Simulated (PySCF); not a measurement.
# SbO−: from the state search to spectroscopic constants

The task here is to estimate one member of a computed series from the others.

Method: Sb def2-SVPD with ECP28, O def2-SVPD, scalar-relativistic core potentials; program: PySCF 2.14.0.

2 further runs of the same task are left out: 2 set aside as unsound or not needed.

Set-up of the first run:

Settings of the job:

- atoms: Sb, O
- charge: -1
- basis: Sb def2-SVPD with ECP28, O def2-SVPD
- Hamiltonian: scalar-relativistic core potentials
- basis functions: 55
- electrons treated: 32
- masses in u: 120.9038, 15.9949
- levels: PBE0, PBE, r²SCAN, r²SCANh, PW91, revPBE, MP2, SCS-MP2
- grid: 80 radial by 434 angular points
- occupations: held fixed by the projection of orbital angular momentum
- dissociation limit: Sb + O−, each in its ground configuration
- starting distance in angstrom: 2.065
- values of 2S to try: 0, 2, 4

Command:

```console
$ OMP_NUM_THREADS=1 python dia.py task.json out
```

Steps of the session up to this table: Set-up; The PBE0 curve of the state that the search chose; Other states along the same grid; PBE (GGA); r²SCAN; r²SCANh (hybrid meta-GGA); PW91; revPBE.

One of the session's tables, all rows but one given; the rest of the session is left out.

It belongs to the step «The curves together». Energy (eV) from each level's lowest point:

```
R (Å)  ROHF-MP2  ROHF-SCS-MP2    PBE  revPBE   PW91
1.650     1.702         1.675  1.713   1.773  1.697
1.727     0.790         0.772  0.811   0.855  0.801
1.804     0.273         0.264  0.295   0.323  0.288
1.861     0.075         0.071  0.090   0.108  0.086
1.919     0.000         0.000  0.001   0.009  0.000
1.977         ?             ?      ?       ?      ?
2.053     0.170         0.169  0.099   0.088  0.104
2.149     0.502         0.486  0.331   0.308  0.339
2.264     1.048         0.999  0.699   0.662  0.710
2.418     1.888         1.780  1.248   1.196  1.263
```

Estimate the missing values for R (Å) = 1.977.

Worked estimate for «ROHF-MP2». A straight line through the neighbours (1.919, 0.000) and (2.053, 0.170) gives 0.000 + (0.170 − 0.000) × (1.977 − 1.919) / (2.053 − 1.919) = 0.074; a parabola fitted to 4 rows on both sides gives 0.029.

As computed: ROHF-MP2: 0.022; ROHF-SCS-MP2: 0.024; PBE: 0.000; revPBE: 0.000; PW91: 0.002. In «ROHF-MP2» the line misses by +0.052 and the parabola by +0.007.
